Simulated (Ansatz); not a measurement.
# BrH5OSi: the cost of one run

Program: Ansatz 0.2.0, Gaussian basis. Level of theory: PBE0-D4/def2-SVP. These are calculated values, not measurements.

22 further runs of the same task are left out: 22 set aside as unsound or not needed. Runs told in other sessions of the task aren't counted.

## 1. Where the work starts

The first end: 8 atoms, charge 0, spin multiplicity 1.

Atoms are counted from 1 here; the program's logs count them from 0.

Bond lengths: Si1–H2 1.496 Å, Si1–H3 1.480 Å, Si1–H4 1.488 Å, Si1–O5 1.643 Å, O5–H8 0.961 Å, H6–Br7 1.424 Å. Angles: H2–Si1–H3 109.2°, H2–Si1–H4 107.2°, H2–Si1–O5 111.3°, H3–Si1–H4 110.1°, H3–Si1–O5 106.6°, H4–Si1–O5 112.5°, Si1–O5–H8 116.9°.

As a file:

```mol
BrH5OSi
  3D, bonds by distance, orders not assigned

  8  6  0  0  0  0  0  0  0  0999 V2000
    0.4211    0.8883   -0.4739 Si  0  0
    0.4325   -0.3768   -1.2717 H   0  0
    1.5558    1.7394   -0.8965 H   0  0
   -0.8678    1.5752   -0.7570 H   0  0
    0.6334    0.5851    1.1265 O   0  0
   -0.7257   -2.1049   -0.2325 H   0  0
   -1.4724   -2.2727    0.9689 Br  0  0
    0.0231   -0.0337    1.5361 H   0  0
  1  2  8  0
  1  3  8  0
  1  4  8  0
  1  5  8  0
  5  8  8  0
  6  7  8  0
M  END
```

The second end:

```
Si   -0.2033    0.6672    0.4661
H     0.7968   -1.7811   -2.8848
H     0.8166    0.6182   -0.5970
H    -1.2778    1.6460    0.1835
O     0.5913    1.0024    1.8526
H     0.3916   -1.8651   -2.2631
Br   -1.2083   -1.3148    0.5713
H     0.0932    1.0272    2.6713
```

## 2. The band at PBE0-D4/def2-SVP

neb/in.yaml

```yaml
crystal:
  periodic: [false, false, false]
  atoms:
    - {symbol: Si, position_ang: [0.421136, 0.888299, -0.473868]}
    - {symbol: H, position_ang: [0.432479, -0.376755, -1.271721]}
    - {symbol: H, position_ang: [1.555753, 1.739353, -0.896466]}
    - {symbol: H, position_ang: [-0.867807, 1.575193, -0.757036]}
    - {symbol: O, position_ang: [0.633426, 0.585128, 1.126511]}
    - {symbol: H, position_ang: [-0.725735, -2.104851, -0.232478]}
    - {symbol: Br, position_ang: [-1.472443, -2.272651, 0.968881]}
    - {symbol: H, position_ang: [0.023092, -0.033715, 1.536076]}
basis:
  gaussian: {orbitals: def2-SVP}
hamiltonian: {xc: pbe0, dispersion: d4}
neb:
  images: 5
  climbing: true
  max_iterations: 40
  initial_path: idpp
  final_atoms:
    - {symbol: Si, position_ang: [-0.203329, 0.667166, 0.466061]}
    - {symbol: H, position_ang: [0.796766, -1.781077, -2.884797]}
    - {symbol: H, position_ang: [0.816581, 0.618212, -0.596979]}
    - {symbol: H, position_ang: [-1.277842, 1.646047, 0.183539]}
    - {symbol: O, position_ang: [0.591283, 1.002371, 1.852579]}
    - {symbol: H, position_ang: [0.391558, -1.865138, -2.263092]}
    - {symbol: Br, position_ang: [-1.208295, -1.314801, 0.571259]}
    - {symbol: H, position_ang: [0.093177, 1.027222, 2.671329]}
```

Run with:

```console
ansatz run in.yaml --threads 4 --pin off --events-out ev --progress --plain --max-ram 9574MiB
```

**Question.** How long does this run take on 4 threads of Arm Neoverse V2, shared host?

About 2.7 min.
